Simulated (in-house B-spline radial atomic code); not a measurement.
**Excited states and polarisability of Ag¹⁹⁺ by several methods**

The task here is to estimate one member of a computed series from the others.

Program: in-house B-spline radial atomic code version 1. Level of theory: linear response of a closed shell, each method with its own adiabatic kernel; spin-free one-electron X2C, finite nucleus; B-spline basis; no spin-orbit coupling, no double excitations; only terms of natural parity, (−1)^L, with L up to 3 are computed. These are calculated values, not measurements, unless marked.

### The atom as given

```
element       : silver (Z = 47)
charge        : +19
configuration : [Ar] 3d10
runs          : TDHF; PBE; LC-ωPBE; BP86; B97-1
```

Outer shells as boxes (Hund's rule):

Ag¹⁹⁺
```
[Ar] core
3d [↑↓][↑↓][↑↓][↑↓][↑↓]
```

The first run:

Settings, as recorded:

```ini
Z = 47
electrons = 28.0
configuration = [Ar] 3d10
hamiltonian = x2c
method = hf
box_radius = 5.88
rms_radius = 4.5454
intervals = 66
```

Started as:

```
$ python run_td.py task.json out
```

task.json lists these runs, among others, and the program works through them in turn.

Steps of the session up to this table: TDHF.

One table of the session follows, with a row left open; its other results are not shown here.

It belongs to the step «TDHF». 

| state | full (eV) | Tamm-Dancoff (eV) |
| --- | --- | --- |
| 3d→4s ³D | 352.30 | 352.34 |
| 3d→4s ¹D | 353.99 | 354.01 |
| 3d→4p ³P | 395.09 | 395.16 |
| 3d→4p ³F | 397.02 | 397.07 |
| 3d→4p ¹F | 398.48 | 398.50 |
| 3d→4p ¹P | 400.12 | 400.23 |
| 3d→4d ³S | 459.82 | 459.95 |
| 3d→4d ³D | 465.69 | 465.73 |
| 3d→4d ¹D | ? | ? |
| 3d→4d ¹S | 489.28 | 491.07 |
| 3d→4f ³P | 529.93 | 529.94 |
| 3d→4f ³F | 533.81 | 533.83 |
| 3d→4f ¹F | 535.90 | 535.91 |
| 3d→4f ¹P | 545.32 | 545.93 |

Q: Estimate the row for 3d→4d ¹D from the others.

As computed: full (eV): 468.41; Tamm-Dancoff (eV): 468.43. In the column «full (eV)» it lies between 3d→4d ³D (465.69) and 3d→4d ¹S (489.28).
